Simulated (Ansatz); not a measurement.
Zn2CdN2:

```xyz
5
Lattice="3.4685 0.0000 0.0000 -1.7342 3.0038 0.0000 0.0000 0.0000 6.1113" Properties=species:S:1:pos:R:3 pbc="T T T"
Cd    0.0000    0.0000    3.0557
Zn    0.0000    2.0025    5.2060
Zn    1.7342    1.0013    0.9053
N     0.0000    2.0025    1.4297
N     1.7342    1.0013    4.6816
```

The cell comes from a database or a generator and needn't be the stable form of this composition.

```yaml
Program: Ansatz 0.2.0
Task: single point
Functional: PBE
Potentials_or_basis: Ansatz PAW
Cutoff: "420 eV (not typed: the program's choice for these potentials)"
k_mesh: 9 × 9 × 5
Occupations: fermi-dirac, width 0.05 eV
Spin: no spin polarisation
```

On this cell: pressure -1.1 GPa; largest force 0.022 eV/Å; band gap on the k mesh none (metal or under the smearing width).

The same run follows on a disturbed copy (atoms moved at random, drawn with an rms of 0.05 Å):

```xyz
5
Lattice="3.4685 0.0000 0.0000 -1.7342 3.0038 0.0000 0.0000 0.0000 6.1113" Properties=species:S:1:pos:R:3 pbc="T T T"
Cd    0.0018    0.0386    3.0958
Zn   -0.0037    2.0702    5.1766
Zn    1.7239    1.0506    0.9179
N     0.0099    1.9510    1.4840
N     1.7289    0.9340    4.6852
```

Problem. What changes?

Solution. The energy (extrapolated to zero smearing) moves by +19.2 meV/atom; pressure -0.2 GPa; largest force 1.105 eV/Å; band gap on the k mesh none (metal or under the smearing width).

Forces on the atoms (eV/Å):
```
Cd  -0.018  0.050 -0.382
Zn   0.000 -1.036  0.384
Zn   0.152 -0.357  0.053
N   -0.143  0.356 -0.125
N    0.009  0.987  0.070
```

Stress tensor (GPa, compression positive):
```
-1.44 -0.34 -0.27
-0.34  1.14 -0.84
-0.27 -0.84 -0.31
```
